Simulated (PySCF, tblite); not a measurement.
# C₅H₁₃NSi₂: geometry, infrared bands and NMR shifts

Aim: predict the infrared bands and NMR shifts of C₅H₁₃NSi₂ (`C=C1[SiH2][SiH2]N1C(C)C`).

The runs use tblite 0.8.0 and PySCF 2.14.0, with density-fitted response routines of our own; the level of theory stands in each step. All values are computed, except where a source is named. Atoms are numbered from 0 throughout.

### 1 Starting geometry

21 atoms, charge 0, multiplicity 1; geometry from: force field or distance geometry start.

Bonds of the start (Å): C0–C1 1.34, C1–Si2 1.84, Si2–Si3 2.19, Si3–N4 1.75, N4–C5 1.48, C5–C6 1.51, C5–C7 1.50, N4–C1 1.43, C0–H8 1.07, C0–H9 1.08, Si2–H10 1.46, Si2–H11 1.47, Si3–H12 1.48, Si3–H13 1.47, C5–H14 1.11, C6–H15 1.09, C6–H16 1.11, C6–H17 1.12, C7–H18 1.10, C7–H19 1.11, C7–H20 1.11.

### 2 Optimising the geometry with GFN2-xTB

What the job is given:

```
{"job": {"kind": "relax", "xc": "GFN2-xTB", "basis": "xTB"}, "charge": 0, "multiplicity": 1}
C      1.577300     1.928300    -0.562300
C      1.314200     0.618600    -0.419000
Si     2.396600    -0.842400    -0.713700
Si     1.217200    -1.097800     1.118200
N      0.212300    -0.172500     0.021900
C     -1.211400    -0.162100    -0.364600
C     -1.719300     1.216100    -0.019100
C     -2.003300    -1.179600     0.398800
H      0.849000     2.674900    -0.339900
H      2.540700     2.252000    -0.918000
H      3.823200    -0.600800    -0.550400
H      2.020700    -1.703400    -1.842600
H      1.796800    -0.383500     2.271300
H      0.738300    -2.461300     1.400800
H     -1.279700    -0.358800    -1.456000
H     -1.795700     1.782200    -0.949300
H     -1.040500     1.659000     0.739800
H     -2.740500     1.094700     0.424600
H     -1.402500    -1.821000     1.055500
H     -2.569200    -1.782200    -0.335400
H     -2.732900    -0.643300     1.039000
```

Command:

```bash
$ OMP_NUM_THREADS=1 python probes_run.py task.json out
```

One launch serves the whole session: the jobs run in the order shown.

**Question.** This job is followed by: GFN2-xTB harmonic vibrations, gas phase; GIAO PBE0/pcSseg-1 NMR shielding, non-relativistic, gas phase. Predict these results of the whole session: strongest single infrared mode (GFN2-xTB); zero-point energy (GFN2-xTB); 13C shifts against TMS (PBE0/pcSseg-1, means over atoms taken as alike); 1H shifts against TMS (PBE0/pcSseg-1, means over atoms taken as alike); 29Si shifts against TMS (PBE0/pcSseg-1); 15N shifts against NH3 (PBE0/pcSseg-1).

The runs gave:

| quantity | value |
| --- | --- |
| strongest single infrared mode (GFN2-xTB) | 2199 cm⁻¹, 681 km/mol |
| zero-point energy (GFN2-xTB) | 102.0 kcal/mol |
| 13C shifts against TMS (PBE0/pcSseg-1, means over atoms taken as alike) | 156.9, 92.9, 47.8, 21.9 ppm |
| 1H shifts against TMS (PBE0/pcSseg-1, means over atoms taken as alike) | 5.39, 4.61, 4.55, 4.15, 3.40, 1.24 ppm |
| 29Si shifts against TMS (PBE0/pcSseg-1) | -44.3, -67.3 ppm |
| 15N shifts against NH3 (PBE0/pcSseg-1) | 131.0 ppm |

Over 147 steps the energy fell by 2.019 eV; of the close pairs, Si2–Si3 changed most, 2.194 to 2.316 Å. All 57 modes are real, so the xTB geometry is a minimum. The strongest single mode, at 2199 cm⁻¹, moves mainly H10 and H11. Unscaled tight-binding wavenumbers are off by several per cent, some by more. Its intensities can rank the bands wrongly. C1 (alkene carbon bearing nitrogen) lies farthest downfield among carbon, at 156.9 ppm; an sp2 carbon further deshielded by the attached heteroatom. At PBE0/pcSseg-1: The largest span, 187 ppm, is at C1, where the paramagnetic term is -225 ppm.
